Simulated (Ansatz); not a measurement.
# CH7ClO2Si2: the cost of one run

All numbers below are computed with Ansatz 0.2.0 (RKS PBE-D4/def2-SVP).

## Step 1: The system as given

Bond lengths: O1–C2 1.404 Å, C2–Si3 1.877 Å, Si3–O4 1.679 Å, Si3–Si5 2.349 Å, Si3–Cl6 2.032 Å, O1–H7 1.001 Å, C2–H8 1.109 Å, C2–H9 1.048 Å, O4–H10 0.948 Å, Si5–H11 1.500 Å, Si5–H12 1.450 Å, Si5–H13 1.503 Å. Angles (14 of 20 angles, heavy atoms first): O1–C2–Si3 119.4°, C2–Si3–O4 112.7°, C2–Si3–Si5 106.9°, C2–Si3–Cl6 111.2°, O4–Si3–Si5 108.7°, O4–Si3–Cl6 106.5°, Si5–Si3–Cl6 110.9°, O1–C2–H8 106.2°, O1–C2–H9 107.5°, Si3–C2–H8 107.7°, Si3–C2–H9 108.7°, C2–O1–H7 107.7°, Si3–O4–H10 122.4°, Si3–Si5–H11 107.7°.

As a file:

```xyz
13

O    -2.1710   -1.5958    0.4005
C    -0.9138   -1.2172   -0.0979
Si   -0.3704    0.5744    0.0363
O    -0.3517    1.1277    1.6218
Si    1.8111    0.6926   -0.8264
Cl   -1.6229    1.8017   -0.9894
H    -2.3851   -0.9960    1.1724
H    -0.1677   -1.8368    0.4395
H    -0.8733   -1.5057   -1.1050
H     0.2101    0.7498    2.2857
H     2.6948   -0.1408    0.0534
H     1.8801    0.1915   -2.1858
H     2.2802    2.1198   -0.7902
```

## Step 2: End point A

File input.yaml:

```yaml
crystal:
  periodic: [false, false, false]
  atoms:
    - { symbol: O, position_ang: [-2.171, -1.5958, 0.4005] }
    - { symbol: C, position_ang: [-0.9138, -1.2172, -0.0979] }
    - { symbol: Si, position_ang: [-0.3704, 0.5744, 0.0363] }
    - { symbol: O, position_ang: [-0.3517, 1.1277, 1.6218] }
    - { symbol: Si, position_ang: [1.8111, 0.6926, -0.8264] }
    - { symbol: Cl, position_ang: [-1.6229, 1.8017, -0.9894] }
    - { symbol: H, position_ang: [-2.3851, -0.996, 1.1724] }
    - { symbol: H, position_ang: [-0.1677, -1.8368, 0.4395] }
    - { symbol: H, position_ang: [-0.8733, -1.5057, -1.105] }
    - { symbol: H, position_ang: [0.2101, 0.7498, 2.2857] }
    - { symbol: H, position_ang: [2.6948, -0.1408, 0.0534] }
    - { symbol: H, position_ang: [1.8801, 0.1915, -2.1858] }
    - { symbol: H, position_ang: [2.2802, 2.1198, -0.7902] }
basis:
  gaussian: { orbitals: def2-SVP }
hamiltonian:
  xc: pbe
  dispersion: d4
relax:
  f_tol: 0.015
  max_steps: 40
```

Launch:

```
ansatz run input.yaml --threads 2 --pin off --max-ram 3072MiB --backend cpu --events-out ev --progress --plain --runs-dir out
```

**Question.** How long does this run take on 2 threads of Arm Neoverse V2, shared host, and how much memory does it need?

About 57 s, with a peak of 0.18 GiB.
